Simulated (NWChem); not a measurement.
# BHBrOF (SMILES OB(F)Br) at 3 levels

Aim: a comparison of 3 runs (HF/STO-3G, HF/3-21G, B3LYP/6-31G*) of BHBrOF. 

Program for the calculation: NWChem 7.3.0.

## 1. The molecule

The species is BHBrOF (5 atoms), meant as a singlet with charge 0. As SMILES, `OB(F)Br`. The shape is that of a PBE0-D4/def2-TZVP optimisation. This is one conformer, not always the lowest.

Bond lengths: O1–B2 1.340 Å, B2–F3 1.314 Å, B2–Br4 1.930 Å, O1–H5 0.960 Å. Angles: O1–B2–F3 119.1°, O1–B2–Br4 122.4°, F3–B2–Br4 118.5°, B2–O1–H5 113.9°.

## 2. Energy and gradient at HF/STO-3G (run 1)

The input, bbrfho.nw:

```
start bbrfho
title "BBrFHO"
memory 2200 mb
charge 0

geometry units angstrom noautosym nocenter noautoz
 O     0.569500    0.867200    0.320300
 B     0.066600   -0.363700    0.155800
 F     0.507600   -1.341700    0.914000
 Br   -1.288700   -0.759000   -1.159600
 H     0.194900    1.523600   -0.271900
end

basis spherical bse
 O library STO-3G
 B library STO-3G
 F library STO-3G
 Br library STO-3G
 H library STO-3G
end

scf
 thresh 1e-08
 maxiter 80
 noprint "final vectors analysis"
end

task scf gradient
```

On the command line:

```console
nwchem bbrfho.nw > bbrfho.out
```

The program printed:

```text
[...]
  functions       =    34
[...]
  wavefunction    = RHF
[...]
         Total SCF energy =  -2741.655149001170
      One-electron energy =  -4282.265135558877
      Two-electron energy =   1317.368710712563
 Nuclear repulsion energy =    223.241275845144
        Time for solution =      2.7s
[...]
                         RHF ENERGY GRADIENTS
    atom               coordinates                        gradient
                 x          y          z           x          y          z
   1 O       1.076199   1.638770   0.605279   -0.012761   0.015412  -0.018098
   2 B       0.125856  -0.687293   0.294419    0.005374   0.016387   0.000804
   3 F       0.959225  -2.535445   1.727210    0.001895  -0.011816   0.005524
   4 Br     -2.435290  -1.434302  -2.191326   -0.005041  -0.002922  -0.004461
   5 H       0.368308   2.879187  -0.513816    0.010533  -0.017060   0.016230
[...]
```

Wall time 4.8 s (1 thread of Intel Xeon Platinum 8259CL at 2.50GHz (Skylake/Cascade Lake), shared host); peak memory 0.099 GiB.

## 3. Energy and gradient at HF/3-21G (run 2)

The input, run.py:

```python
from ase import Atoms
from ase.calculators.nwchem import NWChem

molecule = Atoms('OBFBrH', positions=[
    [0.569500, 0.867200, 0.320300],
    [0.066600, -0.363700, 0.155800],
    [0.507600, -1.341700, 0.914000],
    [-1.288700, -0.759000, -1.159600],
    [0.194900, 1.523600, -0.271900],
])

calc = NWChem(
    label='m1',
    theory='scf',
    memory='2200 mb',
    basis='3-21G',
    basispar='spherical bse',
    scf={'nopen': '0', 'rhf': None, 'thresh': '1e-08', 'maxiter': '80'},
)
molecule.calc = calc

forces = molecule.get_forces()
print(f"energy = {molecule.get_potential_energy():.6f} eV")
print("forces (eV/A):")
for s, f in zip(molecule.symbols, forces):
    print(f"{s:2s} {f[0]:10.5f} {f[1]:10.5f} {f[2]:10.5f}")
print("dipole (e A):", molecule.get_dipole_moment().round(4))
```

On the command line:

```console
export ASE_NWCHEM_COMMAND="nwchem PREFIX.nwi > PREFIX.nwo"
python run.py
```

The program printed:

```text
energy = -75067.463841 eV
forces (eV/A):
O    -0.10202    0.56533   -0.27670
B    -0.05975   -0.13874   -0.02211
F     0.44758   -0.99250    0.76974
Br   -0.53751   -0.13817   -0.52713
H     0.25171    0.70407    0.05620
dipole (e A): [-0.0841  0.4332 -0.2182]
```

The calculator wrote m1.nwi:

```
title "m1"

permanent_dir m1

scratch_dir m1

start m1

geometry units angstrom nocenter noautosym noautoz
  O  5.6950000000000001e-01 8.6719999999999997e-01 3.2029999999999997e-01
  B  6.6600000000000006e-02 -3.6370000000000002e-01 1.5579999999999999e-01
  F  5.0760000000000005e-01 -1.3416999999999999e+00 9.1400000000000003e-01
  Br -1.2887000000000000e+00 -7.5900000000000001e-01 -1.1596000000000000e+00
  H  1.9489999999999999e-01 1.5236000000000001e+00 -2.7189999999999998e-01
end

memory 2200 mb

basis spherical bse noprint
   * library 3-21G
end

scf
  nopen 0
  rhf
  thresh 1e-08
  maxiter 80
end

task scf gradient
```

m1.nwo (excerpt; [...] marks lines left out):

```text
[...]
      One-electron energy =  -4289.992048486032
[... 1 line left out ...]
 Nuclear repulsion energy =    223.241275845144
[... 47 lines left out ...]
                       ROHF Final Molecular Orbital Analysis
[... 189 lines left out ...]
     1   1 0 0     -0.158840      0.000000    -66.994944
[...]
  wavefunction    =   RHF
                         RHF ENERGY GRADIENTS
    atom               coordinates                        gradient
                 x          y          z           x          y          z
   1 O       1.076199   1.638770   0.605279    0.001984  -0.010994   0.005381
   2 B       0.125856  -0.687293   0.294419    0.001162   0.002698   0.000430
   3 F       0.959225  -2.535445   1.727210   -0.008704   0.019301  -0.014969
   4 Br     -2.435290  -1.434302  -2.191326    0.010453   0.002687   0.010251
   5 H       0.368308   2.879187  -0.513816   -0.004895  -0.013692  -0.001093
[...]
```

It took 6 s on 1 thread of Intel Xeon Platinum 8259CL at 2.50GHz (Skylake/Cascade Lake), shared host; peak memory 0.098 GiB.

## 4. Energy and gradient at B3LYP/6-31G(d) (Cartesian functions) (run 3)

The input, bbrfho.xyz:

```xyz
5
BBrFHO gradient
O      0.569500     0.867200     0.320300
B      0.066600    -0.363700     0.155800
F      0.507600    -1.341700     0.914000
Br    -1.288700    -0.759000    -1.159600
H      0.194900     1.523600    -0.271900
```

The input, bbrfho.nw:

```
start bbrfho
title "BBrFHO gradient"
memory 2200 mb
geometry units angstroms noautosym nocenter noautoz
load format xyz bbrfho.xyz
end
basis
* library 6-31G*
end
dft
xc b3lyp
mult 1
grid xfine
convergence energy 1e-08
iterations 100
mulliken
print low
end
task dft gradient
```

On the command line:

```console
nwchem bbrfho.nw > bbrfho.out
```

The program printed:

```text
[...]
 d= 0,ls=0.0,diis     1  -2774.4455742641 -3.00D+03  1.48D-02  2.04D+00     3.6
[...]
 d= 0,ls=0.0,diis    10  -2774.5461398921 -4.82D-09  6.71D-07  8.20D-09    27.9
         Total DFT energy =    -2774.546139892136
      One electron energy =    -4302.984102300338
           Coulomb energy =     1420.086917476712
    Exchange-Corr. energy =     -114.890230913654
 Nuclear repulsion energy =      223.241275845144
[...]
      Total Density - Mulliken Population Analysis
     ---------------------------------------------
    Atom       Charge   Shell Charges
 -----------   ------   -------------------------------------------------------
    1 O    8     8.51   1.99  0.90  2.97  0.87  1.74  0.03
    2 B    5     4.51   1.99  0.53  1.37  0.18  0.29  0.15
    3 F    9     9.19   1.99  0.96  3.33  0.87  1.95  0.08
    4 Br  35    35.22   2.00  1.99  6.00  1.93  5.99  1.61  3.87  0.37  1.38  7.02  2.95  0.12
    5 H    1     0.57   0.47  0.10
[...]
                         DFT ENERGY GRADIENTS
    atom               coordinates                        gradient
                 x          y          z           x          y          z
   1 O       1.076199   1.638770   0.605279   -0.004576  -0.000081  -0.004815
   2 B       0.125856  -0.687293   0.294419   -0.002609  -0.000647  -0.002558
   3 F       0.959225  -2.535445   1.727210   -0.001684   0.004170  -0.003030
   4 Br     -2.435290  -1.434302  -2.191326    0.005995   0.001542   0.005879
   5 H       0.368308   2.879187  -0.513816    0.002874  -0.004984   0.004524
 Task  times  cpu:       40.9s     wall:       40.9s
 Total times  cpu:       40.9s     wall:       40.9s
```

Run time: 42 s. Hardware: 1 thread of Intel Xeon Platinum 8259CL at 2.50GHz (Skylake/Cascade Lake), shared host; peak memory 0.13 GiB.

## 5. Overview of the runs

```tsv
run	level	Cartesian functions	iteration cap	energy (Eh)	dipole moment (D)	largest force (eV/Å)	wall time
1	HF/STO-3G	no	80	-2741.655149	1.57	1.387	4.8 s
2	HF/3-21G	no	80	-2758.678436	2.36	1.333	6 s
3	B3LYP/6-31G* (Cartesian functions)	yes	100	-2774.546140	–	0.439	42 s
```

## 6. What came out

| quantity | value |
| --- | --- |
| run 3: total energy | -2774.54614 Eh |
| run 3: largest force on an atom | 0.439 eV/Å |

**Reading.** In run 1 the basis is minimal, so the values are rough. All runs together took 53 s, the longest 42 s.
